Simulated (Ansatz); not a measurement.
# HOSeSi− (SMILES O=[Si-][SeH]): single points off equilibrium

An exercise on one series of results from a longer session: the logs are not shown, and one member is left open.

Method: single points in def2-TZVPPD; program: Ansatz 0.2.0, Gaussian basis.

Correlated methods freeze the cores. Filled d shells of the heavier atoms are correlated.

### The starting structure

SMILES `O=[Si-][SeH]`, 4 atoms, charge -1, spin multiplicity 1.

Atoms are counted from 1 here; the program's logs count them from 0.

Bond lengths: O1–Si2 1.517 Å, Se3–H4 1.393 Å.

Coordinates:

```
O    -1.0988    0.6727    1.2278
Si   -1.3616   -0.4729    0.2688
Se    1.0953   -0.6035   -1.2158
H     1.3875    0.4131   -0.3098
```

Set-up of the first run:

File run/in.yaml:

```yaml
crystal:
  periodic: [false, false, false]
  atoms:
    - {symbol: O, position_ang: [-1.098800, 0.672700, 1.227800]}
    - {symbol: Si, position_ang: [-1.361600, -0.472900, 0.268800]}
    - {symbol: Se, position_ang: [1.095300, -0.603500, -1.215800]}
    - {symbol: H, position_ang: [1.387500, 0.413100, -0.309800]}
basis:
  gaussian: {orbitals: "def2-TZVPPD.json"}
total_charge: -1
correlation: {method: ccsd_t}
output: {forces: true}
```

The basis file named in the input lies beside it (Basis Set Exchange, JSON).

No record of the launch command was kept for these runs.

Among the steps run: CCSD(T)/def2-TZVPPD; PBE0-D4/def2-TZVPPD; wB97M-V/def2-TZVPPD; r2SCAN-D4/def2-TZVPPD; PBE-D4/def2-TZVPPD; revPBE-D4/def2-TZVPPD; r2SCANh-D4/def2-TZVPPD.

One table of the session follows, with a row left open; its other results are not shown here.

| method | RMS force component (eV/Å) | angle to CCSD(T) forces (°) |
| --- | --- | --- |
| CCSD(T) | 1.052 | reference |
| PBE0-D4 | 0.959 | 12.5 |
| wB97M-V | 0.896 | 13.3 |
| r2SCAN-D4 | 1.010 | 4.6 |
| PBE-D4 | ? | ? |
| revPBE-D4 | 1.347 | 6.4 |
| r2SCANh-D4 | 0.926 | 10.5 |

Q: Estimate the row for PBE-D4 from the others.

As computed: RMS force component (eV/Å): 1.283; angle to CCSD(T) forces (°): 4.1. In the column «RMS force component (eV/Å)» it lies between CCSD(T) (1.052) and revPBE-D4 (1.347).
